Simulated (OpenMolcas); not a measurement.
# Pd⁴⁺ among point charges: CASSCF and CASPT2 levels and susceptibility

Aim: the splitting of the states of Pd⁴⁺ in the field of 8 point charges, its lowest levels with spin-orbit coupling and its magnetic susceptibility.

Method: state-averaged CASSCF and CASPT2, spin-orbit coupling by RASSI with atomic mean-field integrals. Code: OpenMolcas 26.06.

## 1. The system

| Quantity | Value |
| --- | --- |
| Species | Pd⁴⁺ (palladium, Z = 46, 42 electrons) |
| Basis | ANO-RCC-VTZP [7s6p4d2f1g], 68 functions |
| Scalar Hamiltonian | DKH2, point nucleus |
| Inactive shells | 1s 2s 2p 3s 3p 3d 4s 4p |
| Active space | 6 electrons in 5 orbitals (4d) |
| Some configurations of this space | 4d6 |
| Orbitals | optimised for each spin and parity, averaged over all roots |

Outer shells as boxes (Hund's rule):

4d6
```
4d [↑↓][↑ ][↑ ][↑ ][↑ ]
```

The ion sits among 8 point charges of -0.8 e arranged as a cube (Oh), 1.8 Å from the ion.

Each step is its own input file, run in one work folder so that later steps find the files of earlier ones. Labels, J, g values, rates, χT and fits are worked out afterwards by a script from the matrices that RASSI stores. The input lists half of the charges; inversion (Group=XYZ) makes the rest.

## 2. Basis and integrals

Contents of a.inp:

```
&GATEWAY
Coord
1

Pd 0.0 0.0 0.0
Basis=ANO-RCC-VTZP
Group=XYZ
NoMove
AngMom=0.0 0.0 0.0
AMFI
XField
4 Angstrom 0
1.039230 1.039230 1.039230 -0.800000
1.039230 1.039230 -1.039230 -0.800000
1.039230 -1.039230 1.039230 -0.800000
1.039230 -1.039230 -1.039230 -0.800000
&SEWARD
```

Started as:

```console
OMP_NUM_THREADS=1 MOLCAS_MEM=1689 MOLCAS_PROJECT=a pymolcas a.inp > a.log
```

## 3. Reference wave functions, quintets of even parity, 5 roots

Contents of a.inp:

```
&RASSCF
FileOrb=start.orb
Symmetry=1
Spin=5
nActEl=6 0 0
Inactive=9 9
Ras2=5 0
CIRoot=5 5 1
SDav=5
CIMx=300
Iter=120 100
PrWF=0.3
OrbListing=Nothing
MaxOrb=0
>>> COPY $Project.JobIph JOB001
```

start.orb holds the contracted functions of the basis, ordered by shell, or the orbitals of the step before.

## 4. Reference wave functions, triplets of even parity, 45 roots

Contents of a.inp:

```
&RASSCF
FileOrb=start.orb
Symmetry=1
Spin=3
nActEl=6 0 0
Inactive=9 9
Ras2=5 0
CIRoot=45 45 1
SDav=45
CIMx=300
Iter=120 100
PrWF=0.3
OrbListing=Nothing
MaxOrb=0
>>> COPY $Project.JobIph JOB002
```

## 5. Reference wave functions, singlets of even parity, 50 roots

Contents of a.inp:

```
&RASSCF
FileOrb=start.orb
Symmetry=1
Spin=1
nActEl=6 0 0
Inactive=9 9
Ras2=5 0
CIRoot=50 50 1
SDav=50
CIMx=300
Iter=120 100
PrWF=0.3
OrbListing=Nothing
MaxOrb=0
>>> COPY $Project.JobIph JOB003
```

## 6. RASSI: spin-orbit coupling between the states

Contents of a.inp:

```
&RASSI
NrOfJobIphs=3 5 45 50
1 2 3 4 5
1 2 3 4 5 6 7 8 9 10 11 12 13 14 15 16 17 18 19 20 21 22 23 24 25 26 27
28 29 30 31 32 33 34 35 36 37 38 39 40 41 42 43 44 45
1 2 3 4 5 6 7 8 9 10 11 12 13 14 15 16 17 18 19 20 21 22 23 24 25 26 27
28 29 30 31 32 33 34 35 36 37 38 39 40 41 42 43 44 45 46 47 48 49 50
IphNames
JOB001
JOB002
JOB003
EJob
SpinOrbit
DIPRint=1.0
SOCoupling=1000.0
Subsets=2
Property=9
'ANGMOM' 1 'ANGMOM' 2 'ANGMOM' 3 'MLTPL  1' 1 'MLTPL  1' 2 'MLTPL  1' 3
'AMFI' 1 'AMFI' 2 'AMFI' 3
SOProperty=3
'ANGMOM' 1 'ANGMOM' 2 'ANGMOM' 3
```

## 7. CASPT2: IPEA 0.25, imaginary shift 0.1 (closed shells correlated: 4s 4p)

Contents of a.inp:

```
>>> COPY JOB001 $Project.JobIph
&CASPT2
Multistate=5 1 2 3 4 5
NoMult
Frozen=8 6
IPEA=0.25
Imaginary=0.1
MaxIter=60
WThr=0.0 0.3 0.05
PrWF=0.5
NoMix
>>> COPY JOB002 $Project.JobIph
&CASPT2
Multistate=45 1 2 3 4 5 6 7 8 9 10 11 12 13 14 15 16 17 18 19 20 21 22
23 24 25 26 27 28 29 30 31 32 33 34 35 36 37 38 39 40 41 42 43 44 45
NoMult
Frozen=8 6
IPEA=0.25
Imaginary=0.1
MaxIter=60
WThr=0.0 0.3 0.05
PrWF=0.5
NoMix
>>> COPY JOB003 $Project.JobIph
&CASPT2
Multistate=50 1 2 3 4 5 6 7 8 9 10 11 12 13 14 15 16 17 18 19 20 21 22
23 24 25 26 27 28 29 30 31 32 33 34 35 36 37 38 39 40 41 42 43 44 45 46
47 48 49 50
NoMult
Frozen=8 6
IPEA=0.25
Imaginary=0.1
MaxIter=60
WThr=0.0 0.3 0.05
PrWF=0.5
NoMix
```

(Steps that only read results are left out.)

**Question.** What will these runs give? Wanted: spin-free ground state; first state of the same spin within the active space; lowest level; next level.

As calculated:

| quantity | value |
| --- | --- |
| method | SS-CASPT2, IPEA 0.25, imaginary shift 0.1 (closed shells correlated: 4s 4p) |
| spin-free ground state | 5E, 2-fold in its orbital part |
| first state of the same spin within the active space | 5T2 at 3490 cm⁻¹ |
| lowest level | 1-fold A1 |
| next level | 142.8 cm⁻¹ |
| χT at 300 K | 4.47 cm³ K/mol |
| effective moment at 300 K | 5.98 μB |

Cost by method:

| method | time of its own steps | time with the reference |
| --- | --- | --- |
| A. CASSCF | 29 s | 29 s |
| B. SS-CASPT2, IPEA 0.25, imaginary shift 0.1, +4s 4p | 14 s | 43 s |

Times are of one thread on a shared host.

The spin-free ground state (5E) comes to 100 % from free-ion D terms and keeps the highest spin of the shell. χT at 300 K is 4.47, against 3.01 cm³ K/mol for the spin alone, so orbital moment adds to it. An active space of the d shell alone favours high spin; real ions in strong fields can be low spin. CASPT2 does not keep the components of a term degenerate, and the means are used. An orbital doublet at a regular site is open to a Jahn-Teller distortion, which this geometry leaves out. The field of point charges can differ much from that of real complexes. With metal d orbitals alone active, the gaps between spin states are rough; where two lie within a few thousand cm-1, their order is open. Point charges carry no covalency, so the field is a model and not that of real ligands.
